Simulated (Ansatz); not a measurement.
# SnSiH6 (SMILES [SiH3][SnH3]): PBE0/def2-SVPD (core potential)

What is the electronic atomisation energy of SnSiH6 at PBE0/def2-SVPD (core potential)? 

Program for the calculation: Ansatz 0.2.0.

45 further runs of the same task are left out: 45 set aside as unsound or not needed.

## (1) The structure to begin with

SnSiH6 has 8 atoms, charge 0, and is taken as a singlet. As SMILES, `[SiH3][SnH3]`. The shape is that of a PBE0-D4/def2-TZVP optimisation.

Bond lengths: Si1–Sn2 2.560 Å, Si1–H3 1.487 Å, Si1–H4 1.487 Å, Si1–H5 1.487 Å, Sn2–H6 1.708 Å, Sn2–H7 1.708 Å, Sn2–H8 1.708 Å. Some angles: Si1–Sn2–H6 110.7°, Si1–Sn2–H7 110.8°, Si1–Sn2–H8 110.8°, Sn2–Si1–H3 110.2°, Sn2–Si1–H4 110.2°, Sn2–Si1–H5 110.2°, H6–Sn2–H7 108.2°, H6–Sn2–H8 108.2°, H7–Sn2–H8 108.2°, H3–Si1–H4 108.8°.

## (2) A single-point energy at PBE0/def2-SVPD (core potential)

Input file input.yaml:

```yaml
crystal:
  periodic: [false, false, false]
  atoms:
    - symbol: Si
      position_ang: [-0.621900, 0.121300, -1.152100]
    - symbol: Sn
      position_ang: [0.611700, -0.129400, 1.077500]
    - symbol: H
      position_ang: [-2.070400, 0.355200, -0.912500]
    - symbol: H
      position_ang: [-0.465000, -1.112000, -1.967300]
    - symbol: H
      position_ang: [-0.071600, 1.272400, -1.915300]
    - symbol: H
      position_ang: [0.450400, 1.285900, 2.019300]
    - symbol: H
      position_ang: [2.276200, -0.410700, 0.820500]
    - symbol: H
      position_ang: [-0.017200, -1.439600, 1.974000]
basis:
  gaussian:
    orbitals: def2-SVPD
hamiltonian:
  xc: {name: PBE0}
accuracy: high
output:
  orbitals: {seedname: orbitals}
```

Launch:

```bash
ansatz run input.yaml --threads 1 --pin off --max-ram 3480MiB --events-out events.jsonl --progress --plain --runs-dir runs
```

The program printed:

```text
Warning: RAYON_NUM_THREADS=1 ignored (pool sized by the plan → 1); use --threads N
Functional definition: PBE0
  name "PBE0"
  parameter a = 0.25
  parameter kappa = 0.804
  parameter beta = 0.06672455060314922
  exchange = (1 - a)*pbe_x(kappa = kappa, mu = beta*pi^2/3) + a*exact_x
  correlation = pbe_c(beta = beta)
2258 factors; integrals over basis functions are off by at most 3.7e-9 eV
mean field evaluation 1: about -13799.8266 eV, gradient 9.7e0 eV
mean field evaluation 2: about -13800.0684 eV, gradient 5.2e0 eV
mean field evaluation 4: about -13800.1458 eV, gradient 1.2e-1 eV
mean field evaluation 8: about -13800.1750 eV, gradient 1.8e-3 eV
mean field evaluation 16: about -13800.1750 eV, gradient 3.1e-7 eV
mean field -13800.17498935 eV, -507.1470767639 hartree, gradient 3.4e-8 eV, S^2 0.000000; 0 other end points of the search recorded, 0 dependent functions left out
reference -13800.17499292 eV, -507.1470768954 hartree; 21, 21 occupied and 83, 83 virtual orbitals, 2258 factors
Total energy: -13800.17499292 eV, -507.1470768954 hartree
```

Run time: 11 s. Hardware: 1 thread of Intel Xeon Platinum 8259CL at 2.50GHz (Skylake/Cascade Lake), shared host; peak memory 0.38 GiB.

## (3) The H atom, same level

Input file in.yaml:

```yaml
crystal:
  periodic: [false, false, false]
  atoms:
    - {symbol: H, position_ang: [0.000000, 0.000000, 0.000000]}
basis:
  gaussian: {orbitals: def2-SVPD}
total_charge: 0
magnetization: {spin_polarized: true, initial_magnetization: 1}
hamiltonian: {xc: {name: PBE0}}
accuracy: high
```

Run the same way, it converges to -0.50029 Eh (log not shown).

## (4) The Si atom, same level

Input file run.yaml:

```yaml
crystal:
  periodic: [false, false, false]
  atoms:
    - {symbol: Si, position_ang: [0.000000, 0.000000, 0.000000]}
basis:
  gaussian:
    orbitals: def2-SVPD
magnetization:
  spin_polarized: true
  initial_magnetization: 2
hamiltonian:
  xc: pbe0
accuracy: high
```

Run the same way, it converges to -289.15276 Eh (log not shown).

## (5) The Sn atom at the same level

Input file in.yaml:

```yaml
crystal:
  periodic: [false, false, false]
  atoms:
    - {symbol: Sn, position_ang: [0.000000, 0.000000, 0.000000]}
basis:
  gaussian: {orbitals: def2-SVPD}
magnetization: {spin_polarized: true, initial_magnetization: 2}
hamiltonian: {xc: pbe0}
accuracy: high
```

Launch:

```bash
ansatz run in.yaml --threads 1 --pin off --max-ram 3480MiB --events-out events.jsonl --progress --plain --runs-dir runs
```

The program printed, shortened:

```text
Warning: RAYON_NUM_THREADS=1 ignored (pool sized by the plan → 1); use --threads N
[... 7 set-up lines as earlier in the session ...]
294 factors; integrals over basis functions are off by at most 2.2e-9 eV
mean field evaluation 1: about -5830.1255 eV, gradient 1.8e0 eV
mean field evaluation 2: about -5830.1601 eV, gradient 5.8e-1 eV
mean field evaluation 4: about -5830.1639 eV, gradient 2.9e-1 eV
mean field evaluation 8: about -5830.1642 eV, gradient 1.1e-4 eV
mean field evaluation 16: about -5830.0860 eV, gradient 2.5e0 eV
mean field evaluation 32: about -5830.1642 eV, gradient 2.0e-8 eV
mean field -5830.16418792 eV, -214.2545820788 hartree, gradient 2.0e-8 eV, S^2 2.003251; 1 other end points of the search recorded, 0 dependent functions left out
reference -5830.16418935 eV, -214.2545821313 hartree; 12, 10 occupied and 20, 22 virtual orbitals, 294 factors
Total energy: -5830.16418935 eV, -214.2545821313 hartree
```

It took 2.7 s on 1 thread of Intel Xeon Platinum 8259CL at 2.50GHz (Skylake/Cascade Lake), shared host; peak memory 0.13 GiB.

## (6) Results

At PBE0/def2-SVPD (core potential):

```
                     quantity          value
       molecule: total energy  -507.14708 Eh
        molecule: HOMO energy       -8.02 eV
        molecule: LUMO energy       -0.22 eV
      molecule: HOMO–LUMO gap        7.80 eV
         H atom: total energy    -0.50029 Eh
                 H atom: ⟨S²⟩          0.750
        Si atom: total energy  -289.15276 Eh
                Si atom: ⟨S²⟩          2.005
        Sn atom: total energy  -214.25458 Eh
                Sn atom: ⟨S²⟩          2.003
electronic atomisation energy      20.082 eV
```

What this shows: Taking the molecule apart into free atoms costs 20.08 eV (1938 kJ/mol), before zero-point energy and without spin-orbit coupling.
